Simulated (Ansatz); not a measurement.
# Na4CaGaP3O12: the cost of one run

Computed with Ansatz 0.2.0 (DFT, PBE, plane-wave PAW, default files, scalar-relativistic, as far as a step names no other, unless a step's input says otherwise).

### Step 1. The system as given

The structure is trigonal, space group R3c (No. 161). The conventional cell has a = 9.222 Å, b = 9.222 Å, c = 21.921 Å, α = 90.00°, β = 90.00°, γ = 120.00°. Around Na (site symmetry 1) lie 6 O at 2.37 to 2.72 Å. Na (site symmetry 3) is surrounded by 6 O at 2.44 to 2.68 Å. Ca (site symmetry 3) has 6 O at 2.17 to 2.27 Å as nearest neighbours. Around Ga (site symmetry 3) lie 6 O at 2.07 to 2.09 Å. P (site symmetry 1) is surrounded by 4 O at 1.52 to 1.58 Å. O (site symmetry 1) has 1 P at 1.52 Å and 1 Ca at 2.17 Å as nearest neighbours. Around O (site symmetry 1) lie 1 P at 1.58 Å and 1 Ga at 2.07 Å. O (site symmetry 1) has 1 P at 1.54 Å as nearest neighbours. Only part of the 9 independent sites is listed.

Structure file:

```cif
data_structure
_symmetry_space_group_name_H-M 'R3c:H'
_symmetry_Int_Tables_number 161
_cell_length_a 9.2222
_cell_length_b 9.2222
_cell_length_c 21.9207
_cell_angle_alpha 90.000
_cell_angle_beta 90.000
_cell_angle_gamma 120.000
_cell_volume 1614.57
loop_
_atom_site_label
_atom_site_type_symbol
_atom_site_symmetry_multiplicity
_atom_site_Wyckoff_symbol
_atom_site_fract_x
_atom_site_fract_y
_atom_site_fract_z
_atom_site_occupancy
Na1 Na 18 b 0.63723 0.00453 0.24853 1
Na2 Na 6 a 0.33333 0.66667 0.16804 1
Ca1 Ca 6 a 0.33333 0.66667 0.01564 1
Ga1 Ga 6 a 0.33333 0.66667 0.31639 1
P1 P 18 b 0.29269 0.98510 0.25048 1
O1 O 18 b 0.55460 0.67840 0.97579 1
O2 O 18 b 0.11987 0.63069 0.36043 1
O3 O 18 b 0.32929 0.46786 0.07813 1
O4 O 18 b 0.29990 0.81725 0.25329 1
```

### Step 2. Gradients at the starting positions

The input, input.yaml:

```yaml
crystal:
  lattice:
    - [4.6111070459, 2.6622238942, 7.3069120433]
    - [-4.6111070459, 2.6622238942, 7.3069120433]
    - [0.0, -5.3244477884, 7.3069120433]
  atoms:
    - { symbol: Na, position: [0.88576556, 0.61582774, 0.24400684] }
    - { symbol: Na, position: [0.61582774, 0.24400684, 0.88576556] }
    - { symbol: Na, position: [0.24400684, 0.88576556, 0.61582774] }
    - { symbol: Na, position: [0.38576556, 0.74400684, 0.11582774] }
    - { symbol: Na, position: [0.74400684, 0.11582774, 0.38576556] }
    - { symbol: Na, position: [0.11582774, 0.38576556, 0.74400684] }
    - { symbol: Na, position: [0.50137369, 0.50137369, 0.50137369] }
    - { symbol: Na, position: [0.00137369, 0.00137369, 0.00137369] }
    - { symbol: Ca, position: [0.34897605, 0.34897605, 0.34897605] }
    - { symbol: Ca, position: [0.84897605, 0.84897605, 0.84897605] }
    - { symbol: Ga, position: [0.64972091, 0.64972091, 0.64972091] }
    - { symbol: Ga, position: [0.14972091, 0.14972091, 0.14972091] }
    - { symbol: P, position: [0.54316313, 0.94289221, 0.26537344] }
    - { symbol: P, position: [0.94289221, 0.26537344, 0.54316313] }
    - { symbol: P, position: [0.26537344, 0.54316313, 0.94289221] }
    - { symbol: P, position: [0.04316313, 0.76537344, 0.44289221] }
    - { symbol: P, position: [0.76537344, 0.44289221, 0.04316313] }
    - { symbol: P, position: [0.44289221, 0.04316313, 0.76537344] }
    - { symbol: O, position: [0.5303865, 0.09960062, 0.29738665] }
    - { symbol: O, position: [0.09960062, 0.29738665, 0.5303865] }
    - { symbol: O, position: [0.29738665, 0.5303865, 0.09960062] }
    - { symbol: O, position: [0.0303865, 0.79738665, 0.59960062] }
    - { symbol: O, position: [0.79738665, 0.59960062, 0.0303865] }
    - { symbol: O, position: [0.59960062, 0.0303865, 0.79738665] }
    - { symbol: O, position: [0.48029186, 0.87124766, 0.72973904] }
    - { symbol: O, position: [0.87124766, 0.72973904, 0.48029186] }
    - { symbol: O, position: [0.72973904, 0.48029186, 0.87124766] }
    - { symbol: O, position: [0.98029186, 0.22973904, 0.37124766] }
    - { symbol: O, position: [0.22973904, 0.37124766, 0.98029186] }
    - { symbol: O, position: [0.37124766, 0.98029186, 0.22973904] }
    - { symbol: O, position: [0.40741468, 0.21669812, 0.61027095] }
    - { symbol: O, position: [0.21669812, 0.61027095, 0.40741468] }
    - { symbol: O, position: [0.61027095, 0.40741468, 0.21669812] }
    - { symbol: O, position: [0.90741468, 0.11027095, 0.71669812] }
    - { symbol: O, position: [0.11027095, 0.71669812, 0.90741468] }
    - { symbol: O, position: [0.71669812, 0.90741468, 0.11027095] }
    - { symbol: O, position: [0.55319293, 0.77063005, 0.43604137] }
    - { symbol: O, position: [0.77063005, 0.43604137, 0.55319293] }
    - { symbol: O, position: [0.43604137, 0.55319293, 0.77063005] }
    - { symbol: O, position: [0.05319293, 0.93604137, 0.27063005] }
    - { symbol: O, position: [0.93604137, 0.27063005, 0.05319293] }
    - { symbol: O, position: [0.27063005, 0.05319293, 0.93604137] }
kpoints:
  mp_grid: { grid: [3, 3, 3] }
scf:
  occupations: { method: fermi_dirac, width: 0.02 }
hamiltonian:
  xc: pbe
  pseudopotentials: { kind: paw }
output:
  forces: true
  stress: true
  populations: true
  efg:
    quadrupole_moments_barn: { Na: 0.104, Ca: -0.0408, Ga: 0.107, O: -0.02558 }
    contact_densities: true
  write_density: true
  write_potential: true
  elf: true
  volumetric_format: npy
```

Launch:

```sh
ansatz run input.yaml --threads 1 --pin off --max-ram 2560MiB --backend cpu --events-out ev --progress --plain --runs-dir out
```

What time and memory should one allow on 1 thread of AMD EPYC 9R45 (Zen 5), shared host?

About 39 s, with a peak of 1.3 GiB.
